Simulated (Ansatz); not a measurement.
# AlH5OSSi: one species, many methods

An exercise on one series of results from a longer session: the logs are not shown, and one member is left open.

Computed with Ansatz 0.2.0, Gaussian basis. Level: functionals in def2-TZVPP, the program's frozen cores in correlated methods.

The runs, in order: LDA (SPW92), PBE-D4, revPBE-D4, BLYP-D4, r2SCAN-D4, B97M-V, PBE0-D4, B3LYP-D4, r2SCANh-D4, r2SCAN0-D4, HSE06-D4, BHLYP-D4, CAM-B3LYP-D4, LC-ωPBE, ωB97X-V, ωB97M-V, B2PLYP, PBE-QIDH; CCSD(T)/def2-SVP; CCSD(T)/def2-TZVPP; MP2/def2-QZVPP; extrapolation to the limit; RPA on PBE.

## Structure used throughout

All runs share one geometry, relaxed beforehand with PBE0-D4 in a triple-zeta def2 set.

SMILES `O[SiH]([AlH2])S`, 9 atoms, charge 0, spin multiplicity 1.

Atoms are counted from 1 here; the program's logs count them from 0.

Bond lengths: O1–Si2 1.648 Å, O1–H5 0.959 Å, Si2–Al3 2.399 Å, Si2–S4 2.325 Å, Si2–H6 1.485 Å, Al3–H7 1.583 Å, Al3–H8 1.588 Å, S4–H9 1.345 Å. Angles: Si2–O1–H5 116.0°, O1–Si2–Al3 129.3°, O1–Si2–S4 110.0°, O1–Si2–H6 105.2°, Al3–Si2–S4 63.7°, Al3–Si2–H6 125.5°, S4–Si2–H6 99.2°, Si2–Al3–H7 117.6°, Si2–Al3–H8 115.8°, H7–Al3–H8 125.8°, Si2–S4–H9 93.3°.

Set-up of the first run:

The input, in.yaml:

```yaml
crystal:
  periodic: [false, false, false]
  atoms:
    - {symbol: O, position_ang: [-1.475602, -1.269447, 1.021908]}
    - {symbol: Si, position_ang: [-1.055787, -0.073100, -0.030778]}
    - {symbol: Al, position_ang: [0.910027, 1.301552, -0.062358]}
    - {symbol: S, position_ang: [0.680639, -0.789901, -1.400305]}
    - {symbol: H, position_ang: [-1.019793, -1.266097, 1.865671]}
    - {symbol: H, position_ang: [-2.149394, -0.036333, -1.034929]}
    - {symbol: H, position_ang: [0.913014, 2.556392, -1.026802]}
    - {symbol: H, position_ang: [1.991033, 0.986653, 1.056951]}
    - {symbol: H, position_ang: [1.294261, -1.456218, -0.406558]}
basis:
  gaussian: {orbitals: def2-TZVPP}
hamiltonian: {xc: lda}
output: {orbitals: {seedname: orbitals}}
```

Command:

```
ansatz run in.yaml --threads 2 --pin off --events-out ev --progress --plain --max-ram 4352MiB
```

Among the steps run: LDA; PBE-D4 (GGA); revPBE-D4 (GGA); BLYP-D4 (GGA); r2SCAN-D4 (meta-GGA); B97M-V (meta-GGA); B3LYP-D4 (hybrid); r2SCANh-D4 (hybrid); r2SCAN0-D4 (hybrid); HSE06-D4 (hybrid); BHLYP-D4 (hybrid); CAM-B3LYP-D4 (range-separated); LC-ωPBE (range-separated); ωB97X-V (range-separated); ωB97M-V (range-separated); B2PLYP (double hybrid); PBE-QIDH (double hybrid).

One of the session's tables, all rows but one given; the rest of the session is left out.

It belongs to the step «Frontier levels by functional». 

| functional | HOMO (eV) | gap (eV) |
| --- | --- | --- |
| LDA (SPW92) | -5.90 | 4.10 |
| PBE-D4 | -5.80 | 4.19 |
| revPBE-D4 | -5.75 | 4.24 |
| BLYP-D4 | -5.66 | 4.24 |
| r2SCAN-D4 | -6.02 | 4.67 |
| B97M-V | -6.06 | 4.58 |
| PBE0-D4 | -6.84 | 6.09 |
| B3LYP-D4 | -6.66 | 5.75 |
| r2SCANh-D4 | -6.40 | 5.35 |
| r2SCAN0-D4 | -6.98 | 6.38 |
| HSE06-D4 | -6.45 | 5.32 |
| BHLYP-D4 | -7.78 | 7.98 |
| CAM-B3LYP-D4 | -8.07 | 8.39 |
| LC-ωPBE | -9.32 | 10.74 |
| ωB97X-V | -9.02 | 10.32 |
| ωB97M-V | ? | ? |

**Question.** Estimate the row for ωB97M-V.

As computed: HOMO (eV): -8.81; gap (eV): 9.83. In the column «HOMO (eV)» it lies between ωB97X-V (-9.02) and CAM-B3LYP-D4 (-8.07).
